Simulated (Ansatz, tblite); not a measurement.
# The cluster C₁₈H₂₂: one state, many levels

An exercise on one series of results from a longer session: the logs are not shown, and one member is left open.

Program: Ansatz 0.2.0, Gaussian basis. Level of theory: as each input shows. These are calculated values, not measurements.

Levels to be run: GFN1-xTB, GFN2-xTB, PBE-D4/def2-TZVP, r2SCAN-D4/def2-TZVP, ωB97X-V/def2-TZVP, PBE-D4/def2-SVP, PBE0-D4/def2-SVP, MP2/def2-TZVP, RPA/def2-TZVP.

2 further runs of the same task are left out: 2 set aside as unsound or not needed.

## The geometry

The singlet was relaxed beforehand with PBE-D4/def2-SVP.

40 atoms, charge 0, spin multiplicity 1.

Bond lengths: C1–C2 1.530 Å, C1–H19 1.109 Å, C1–H20 1.109 Å, C1–H21 1.111 Å, C2–C3 1.547 Å, C2–H22 1.111 Å, C2–H23 1.113 Å, C3–C4 1.542 Å, C3–C13 1.520 Å, C3–H24 1.113 Å, C4–C5 1.542 Å, C4–H25 1.111 Å, C4–H26 1.113 Å, C5–C6 1.538 Å, C5–C7 1.521 Å, C5–H27 1.112 Å, C6–H28 1.110 Å, C6–H29 1.109 Å and more. Angles: C2–C1–H19 112.4°, C2–C1–H20 111.2°, C2–C1–H21 111.1°, H19–C1–H20 107.1°, H19–C1–H21 107.3°, H20–C1–H21 107.5°, C1–C2–C3 114.5°, C1–C2–H22 109.3°, C1–C2–H23 109.9°, C3–C2–H22 108.0°, C3–C2–H23 109.1°, H22–C2–H23 105.6°, C2–C3–C4 112.5°, C2–C3–C13 110.9°, C2–C3–H24 107.1°, C4–C3–C13 111.7°, C4–C3–H24 107.4°, C13–C3–H24 107.0° and more.

PBE0-D4/def2-TZVP was run before; its log isn't repeated, and its numbers join the tables.

Set-up of the first run:

Tight binding, by tblite at 300 K electronic temperature and without a spin-polarisation term:

```python
tblite.interface.Calculator('GFN1-xTB', numbers, positions, charge=0, uhf=0).singlepoint()
```

Tight binding, by tblite at 300 K electronic temperature and without a spin-polarisation term:

```python
tblite.interface.Calculator('GFN2-xTB', numbers, positions, charge=0, uhf=0).singlepoint()
```

start.molden holds the orbitals of an earlier run on this state, given as this run's starting guess.

in.yaml reads:

```yaml
crystal:
  periodic: [false, false, false]
  atoms:
    - {symbol: C, position_ang: [-1.299133, -3.226297, 1.075765]}
    - {symbol: C, position_ang: [-1.960147, -1.893389, 0.717229]}
    - {symbol: C, position_ang: [-0.972162, -0.777484, 0.303229]}
    - {symbol: C, position_ang: [-0.235526, -1.100642, -1.011760]}
    - {symbol: C, position_ang: [0.817715, -0.055455, -1.431011]}
    - {symbol: C, position_ang: [1.447413, -0.416236, -2.787124]}
    - {symbol: C, position_ang: [1.880501, 0.143833, -0.361028]}
    - {symbol: C, position_ang: [2.674938, -0.932671, 0.087345]}
    - {symbol: C, position_ang: [3.659759, -0.745175, 1.068128]}
    - {symbol: C, position_ang: [3.868457, 0.527167, 1.625483]}
    - {symbol: C, position_ang: [3.084416, 1.606925, 1.191437]}
    - {symbol: C, position_ang: [2.100267, 1.413389, 0.208604]}
    - {symbol: C, position_ang: [-1.671253, 0.570814, 0.238504]}
    - {symbol: C, position_ang: [-1.352491, 1.592160, 1.155265]}
    - {symbol: C, position_ang: [-2.001012, 2.836704, 1.109189]}
    - {symbol: C, position_ang: [-2.983173, 3.083811, 0.137866]}
    - {symbol: C, position_ang: [-3.311952, 2.075479, -0.782940]}
    - {symbol: C, position_ang: [-2.660597, 0.834275, -0.732575]}
    - {symbol: H, position_ang: [-0.776313, -3.684094, 0.211226]}
    - {symbol: H, position_ang: [-2.048926, -3.962119, 1.430937]}
    - {symbol: H, position_ang: [-0.549341, -3.095976, 1.884645]}
    - {symbol: H, position_ang: [-2.545544, -1.528616, 1.588422]}
    - {symbol: H, position_ang: [-2.701984, -2.044939, -0.098856]}
    - {symbol: H, position_ang: [-0.203987, -0.706471, 1.105145]}
    - {symbol: H, position_ang: [0.255165, -2.093788, -0.921899]}
    - {symbol: H, position_ang: [-0.977219, -1.207987, -1.834597]}
    - {symbol: H, position_ang: [0.291821, 0.916473, -1.550620]}
    - {symbol: H, position_ang: [1.980709, -1.388871, -2.738547]}
    - {symbol: H, position_ang: [2.180968, 0.351146, -3.106443]}
    - {symbol: H, position_ang: [0.669406, -0.498607, -3.574354]}
    - {symbol: H, position_ang: [2.524421, -1.937665, -0.338953]}
    - {symbol: H, position_ang: [4.269322, -1.599720, 1.401642]}
    - {symbol: H, position_ang: [4.639810, 0.674981, 2.397142]}
    - {symbol: H, position_ang: [3.239359, 2.609202, 1.620850]}
    - {symbol: H, position_ang: [1.479372, 2.261612, -0.121908]}
    - {symbol: H, position_ang: [-0.574667, 1.405749, 1.913145]}
    - {symbol: H, position_ang: [-1.734718, 3.619683, 1.836529]}
    - {symbol: H, position_ang: [-3.491402, 4.059662, 0.096813]}
    - {symbol: H, position_ang: [-4.082778, 2.258060, -1.548144]}
    - {symbol: H, position_ang: [-2.929515, 0.055050, -1.463783]}
basis:
  gaussian: {orbitals: def2-TZVP, fitting: {mean_field: def2-universal-jkfit}, initial_orbitals: start.molden}
hamiltonian: {xc: pbe, dispersion: d4}
scf: {omitted_lower_state_checks: [starts]}
output: {forces: true, orbitals: {seedname: orbitals}}
```

Launch:

```console
> ansatz run in.yaml --threads 2 --pin off --events-out ev --progress --plain --max-ram 20480MiB --backend cuda --devices 0, --max-vram 18GiB
```

Steps of the session up to this table: PBE-D4/def2-TZVP; r2SCAN-D4/def2-TZVP; ωB97X-V/def2-TZVP; PBE-D4/def2-SVP; PBE0-D4/def2-SVP; MP2/def2-TZVP; RPA/def2-TZVP.

One table of the session follows, with a row left open; its other results are not shown here.

It belongs to the step «Binding energy». 

```
              level  binding an atom (eV)
       HF/def2-TZVP                 3.546
    PBE-D4/def2-SVP                 4.964
   PBE-D4/def2-TZVP                 4.899
r2SCAN-D4/def2-TZVP                 4.777
   PBE0-D4/def2-SVP                 4.890
  PBE0-D4/def2-TZVP                     ?
  ωB97X-V/def2-TZVP                 4.751
      MP2/def2-TZVP                 4.706
```

Q: Estimate the row for PBE0-D4/def2-TZVP from the others.

**Answer.** binding an atom (eV): 4.821. In the column «binding an atom (eV)» it lies between r2SCAN-D4/def2-TZVP (4.777) and PBE0-D4/def2-SVP (4.890).

Caveats from the session: Free atoms were run apart at each level; binding is atoms less cluster, divided by the number of atoms, without zero-point or spin-orbit terms.
